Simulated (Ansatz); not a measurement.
# CH₃ClOSn: a ladder of functionals and wavefunction methods

The task here is to estimate one member of a computed series from the others.

Computed with Ansatz 0.2.0, Gaussian basis. Level: functionals in def2-TZVPP, the program's frozen cores in correlated methods.

Plan: LDA (SPW92), PBE-D4, revPBE-D4, BLYP-D4, r2SCAN-D4, B97M-V, PBE0-D4, B3LYP-D4, r2SCANh-D4, r2SCAN0-D4, HSE06-D4, BHLYP-D4, CAM-B3LYP-D4, LC-ωPBE, ωB97X-V, ωB97M-V, B2PLYP, PBE-QIDH; CCSD(T)/def2-SVP; CCSD(T)/def2-TZVPP; MP2/def2-QZVPP; extrapolation to the limit; RPA on PBE.

## The relaxed structure

An earlier PBE0-D4 in a triple-zeta def2 set relaxation fixed the geometry. Sn takes the def2 core potential; no spin-orbit term is included.

7 atoms, charge 0, spin multiplicity 1.

Atoms are counted from 1 here; the program's logs count them from 0.

Bond lengths: Cl1–Sn2 2.429 Å, Sn2–O4 2.397 Å, Sn2–H5 1.777 Å, C3–O4 1.210 Å, C3–H6 1.100 Å, C3–H7 1.100 Å. Angles: Cl1–Sn2–O4 87.0°, Cl1–Sn2–H5 93.3°, O4–Sn2–H5 82.9°, O4–C3–H6 121.1°, O4–C3–H7 119.4°, H6–C3–H7 119.5°, Sn2–O4–C3 125.2°.

Set-up of the first run:

The input, in.yaml:

```yaml
crystal:
  periodic: [false, false, false]
  atoms:
    - {symbol: Cl, position_ang: [1.113898, -1.605602, -1.230749]}
    - {symbol: Sn, position_ang: [-1.037907, -1.738808, -0.112600]}
    - {symbol: C, position_ang: [0.092721, 1.306769, -0.061217]}
    - {symbol: O, position_ang: [-0.800777, 0.601689, 0.348905]}
    - {symbol: H, position_ang: [-0.305452, -1.904095, 1.497992]}
    - {symbol: H, position_ang: [0.909191, 0.892353, -0.670892]}
    - {symbol: H, position_ang: [0.089624, 2.379494, 0.182862]}
basis:
  gaussian: {orbitals: def2-TZVPP}
hamiltonian: {xc: lda}
output: {orbitals: {seedname: orbitals}}
```

Started as:

```sh
ansatz run in.yaml --threads 2 --pin off --events-out ev --progress --plain --max-ram 4352MiB
```

Among the steps run: LDA; PBE-D4 (GGA); revPBE-D4 (GGA); BLYP-D4 (GGA); r2SCAN-D4 (meta-GGA); B97M-V (meta-GGA); PBE0-D4 (hybrid); B3LYP-D4 (hybrid); r2SCANh-D4 (hybrid); r2SCAN0-D4 (hybrid); HSE06-D4 (hybrid); BHLYP-D4 (hybrid); CAM-B3LYP-D4 (range-separated); LC-ωPBE (range-separated); ωB97X-V (range-separated); ωB97M-V (range-separated); B2PLYP (double hybrid); PBE-QIDH (double hybrid).

One of the session's tables, all rows but one given; the rest of the session is left out.

It belongs to the step «Orbital energies across the functionals». 

```
  functional  HOMO (eV)  LUMO (eV)  gap (eV)
 LDA (SPW92)      -5.63      -3.93      1.70
      PBE-D4      -5.47      -3.68      1.79
   revPBE-D4      -5.41      -3.59      1.82
     BLYP-D4      -5.36      -3.56      1.80
   r2SCAN-D4      -5.69      -3.50      2.19
      B97M-V          ?          ?         ?
     PBE0-D4      -6.42      -2.53      3.89
    B3LYP-D4      -6.27      -2.82      3.46
  r2SCANh-D4      -6.05      -3.07      2.98
  r2SCAN0-D4      -6.58      -2.41      4.17
    HSE06-D4      -6.03      -2.92      3.11
    BHLYP-D4      -7.30      -1.27      6.03
CAM-B3LYP-D4      -7.65      -1.31      6.33
     LC-ωPBE      -8.85      -0.01      8.84
     ωB97X-V      -8.56      -0.10      8.45
     ωB97M-V      -8.46      -0.21      8.25
```

**Question.** Estimate the row for B97M-V.

The run gave: HOMO (eV): -5.62; LUMO (eV): -3.40; gap (eV): 2.22. In the column «HOMO (eV)» it lies between LDA (SPW92) (-5.63) and PBE-D4 (-5.47).
